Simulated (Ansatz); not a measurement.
A first try at an equation of state with a fit of NbTe, space group P-6m2, using the Python package of Ansatz (0.2.0).

The script, `nbte.py`:
```python
import ansatz as az
import numpy as np

CUTOFF = 510
OCCUPATIONS = "fermi_dirac"
KGRID = (7, 7, 6)

VECTORS = np.array([
    [3.702974, 0.0, 0.0],
    [-1.851487, 3.20687, 0.0],
    [0.0, 0.0, 3.694211],
])
SITES = [
    ("Nb", [0.0, 0.0, 0.5]),
    ("Te", [2 / 3, 1 / 3, 0.0]),
]


def on_lattice(cell):
    crystal = az.Crystal(lattice=az.Lattice.of(cell))
    for symbol, position in SITES:
        crystal = crystal.atom(symbol, position)
    return crystal

volumes, energies = [], []
for scale in np.linspace(0.95, 1.07, 5):
    cell = VECTORS * scale ** (1 / 3)
    calculation = (
        on_lattice(cell).calculation()
        .functional(az.Functional.PBE)
        .basis(CUTOFF)
        .occupations(OCCUPATIONS, width=50 * az.meV)
        .kpoints(*KGRID)
    )
    rep = calculation.run(threads=1, pin="off").report
    volume.append(abs(np.linalg.det(cell)) / len(SITES))
    energies.append(rep["free_energy_ev"] / len(SITES))
    print(f"V = {volumes[-1]:8.4f} A^3/atom  F = {energies[-1]:.5f} eV/atom")

x = np.array(volumes) ** (-2 / 3)
poly = np.polynomial.Polynomial.fit(x, energies, 3).convert()
roots = poly.deriv().roots()
x0 = min((r.real for r in roots if abs(r.imag) < 1e-9 and poly.deriv(2)(r.real) > 0), key=lambda r: abs(r - x.mean()))
v0 = x0 ** -1.5
b0 = 4 / 9 * poly.deriv(2)(x0) * v0 ** (-7 / 3) * 160.21766
b1 = 4 + 2 / 3 * x0 * poly.deriv(3)(x0) / poly.deriv(2)(x0)
print(f"V0 = {v0:.4f} A^3/atom, B0 = {b0:.1f} GPa, dB/dP = {b1:.2f}")
```

`python nbte.py` gives:
```text
Traceback (most recent call last):
  File "nbte.py", line 36, in <module>
    volume.append(abs(np.linalg.det(cell)) / len(SITES))
    ^^^^^^
NameError: name 'volume' is not defined. Did you mean: 'volumes'?
```

What is wrong, and how is it mended?

The fault: a variable's name is misspelt. The change:

Script `nbte.py`:
```python
import ansatz as az
import numpy as np

CUTOFF = 510
OCCUPATIONS = "fermi_dirac"
KGRID = (7, 7, 6)

VECTORS = np.array([
    [3.702974, 0.0, 0.0],
    [-1.851487, 3.20687, 0.0],
    [0.0, 0.0, 3.694211],
])
SITES = [
    ("Nb", [0.0, 0.0, 0.5]),
    ("Te", [2 / 3, 1 / 3, 0.0]),
]


def on_lattice(cell):
    crystal = az.Crystal(lattice=az.Lattice.of(cell))
    for symbol, position in SITES:
        crystal = crystal.atom(symbol, position)
    return crystal

volumes, energies = [], []
for scale in np.linspace(0.95, 1.07, 5):
    cell = VECTORS * scale ** (1 / 3)
    calculation = (
        on_lattice(cell).calculation()
        .functional(az.Functional.PBE)
        .basis(CUTOFF)
        .occupations(OCCUPATIONS, width=50 * az.meV)
        .kpoints(*KGRID)
    )
    rep = calculation.run(threads=1, pin="off").report
    volumes.append(abs(np.linalg.det(cell)) / len(SITES))
    energies.append(rep["free_energy_ev"] / len(SITES))
    print(f"V = {volumes[-1]:8.4f} A^3/atom  F = {energies[-1]:.5f} eV/atom")

x = np.array(volumes) ** (-2 / 3)
poly = np.polynomial.Polynomial.fit(x, energies, 3).convert()
roots = poly.deriv().roots()
x0 = min((r.real for r in roots if abs(r.imag) < 1e-9 and poly.deriv(2)(r.real) > 0), key=lambda r: abs(r - x.mean()))
v0 = x0 ** -1.5
b0 = 4 / 9 * poly.deriv(2)(x0) * v0 ** (-7 / 3) * 160.21766
b1 = 4 + 2 / 3 * x0 * poly.deriv(3)(x0) / poly.deriv(2)(x0)
print(f"V0 = {v0:.4f} A^3/atom, B0 = {b0:.1f} GPa, dB/dP = {b1:.2f}")
```

With that change:

Running `python nbte.py` prints:
```text
V =  20.8376 A^3/atom  F = -5766.24004 eV/atom
V =  21.4956 A^3/atom  F = -5766.25661 eV/atom
V =  22.1536 A^3/atom  F = -5766.25672 eV/atom
V =  22.8117 A^3/atom  F = -5766.24296 eV/atom
V =  23.4697 A^3/atom  F = -5766.21751 eV/atom
V0 = 21.8246 A^3/atom, B0 = 121.7 GPa, dB/dP = 4.69
```

What to keep in mind:
- Total energies depend on the potentials; only differences at equal settings carry meaning.
- No spin polarisation was allowed.
- Shape and fractional positions are held along the curve, so the bulk modulus is an upper value where they are free to relax.
- The mesh is modest for a metal, so energies can be off by several to tens of meV an atom and pressures by half a GPa or more; differences at equal mesh fare better.
- This cell is a computed structure, which may not be the phase found in nature.
- It ran for 11 s on 1 thread of Arm Neoverse V2 (shared host), peak memory 0.41 GiB.
